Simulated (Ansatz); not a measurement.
# C2H8OSiTe: the cost of one run

Method: RKS PBE-D4/def2-SVP, in Ansatz 0.2.0.

## 1. Starting point

Bond lengths: C1–O2 1.420 Å, O2–C3 1.384 Å, C3–Si4 1.903 Å, C3–Te5 2.161 Å, C1–H6 1.174 Å, C1–H7 1.072 Å, C1–H8 1.095 Å, C3–H9 1.112 Å, Si4–H10 1.469 Å, Si4–H11 1.500 Å, Si4–H12 1.417 Å, Te5–H13 1.677 Å. Angles (14 of 20 angles, heavy atoms first): C1–O2–C3 107.7°, O2–C3–Si4 111.7°, O2–C3–Te5 110.6°, Si4–C3–Te5 105.3°, O2–C1–H6 103.7°, O2–C1–H7 111.5°, O2–C1–H8 110.7°, O2–C3–H9 115.0°, Si4–C3–H9 107.7°, Te5–C3–H9 105.8°, C3–Si4–H10 106.7°, C3–Si4–H11 104.3°, C3–Si4–H12 111.5°, C3–Te5–H13 91.3°.

Structure file:

```xyz
13

C    -1.7708   -0.5985    0.9978
O    -1.1437    0.2986    0.0927
C     0.1988   -0.0329    0.0357
Si    0.9911    0.5151   -1.6051
Te    1.3052    1.0022    1.5772
H    -2.8698   -0.1928    1.0744
H    -1.8120   -1.5933    0.6007
H    -1.3299   -0.5108    1.9962
H     0.4226   -1.1133    0.1758
H     0.7374    1.9563   -1.7356
H     0.1939   -0.1986   -2.6568
H     2.3684    0.1861   -1.6520
H     2.7290    0.2473    1.1137
```

## 2. Relaxing end A

Contents of input.yaml:

```yaml
crystal:
  periodic: [false, false, false]
  atoms:
    - { symbol: C, position_ang: [-1.7708, -0.5985, 0.9978] }
    - { symbol: O, position_ang: [-1.1437, 0.2986, 0.0927] }
    - { symbol: C, position_ang: [0.1988, -0.0329, 0.0357] }
    - { symbol: Si, position_ang: [0.9911, 0.5151, -1.6051] }
    - { symbol: Te, position_ang: [1.3052, 1.0022, 1.5772] }
    - { symbol: H, position_ang: [-2.8698, -0.1928, 1.0744] }
    - { symbol: H, position_ang: [-1.812, -1.5933, 0.6007] }
    - { symbol: H, position_ang: [-1.3299, -0.5108, 1.9962] }
    - { symbol: H, position_ang: [0.4226, -1.1133, 0.1758] }
    - { symbol: H, position_ang: [0.7374, 1.9563, -1.7356] }
    - { symbol: H, position_ang: [0.1939, -0.1986, -2.6568] }
    - { symbol: H, position_ang: [2.3684, 0.1861, -1.652] }
    - { symbol: H, position_ang: [2.729, 0.2473, 1.1137] }
basis:
  gaussian: { orbitals: def2-SVP }
hamiltonian:
  xc: pbe
  dispersion: d4
relax:
  f_tol: 0.015
  max_steps: 40
```

On the command line:

```sh
ansatz run input.yaml --threads 2 --pin off --max-ram 3072MiB --backend cpu --events-out ev --progress --plain --runs-dir out
```

What time and memory should one allow on 2 threads of Arm Neoverse V1, shared host?

About 54 s, with a peak of 0.18 GiB.
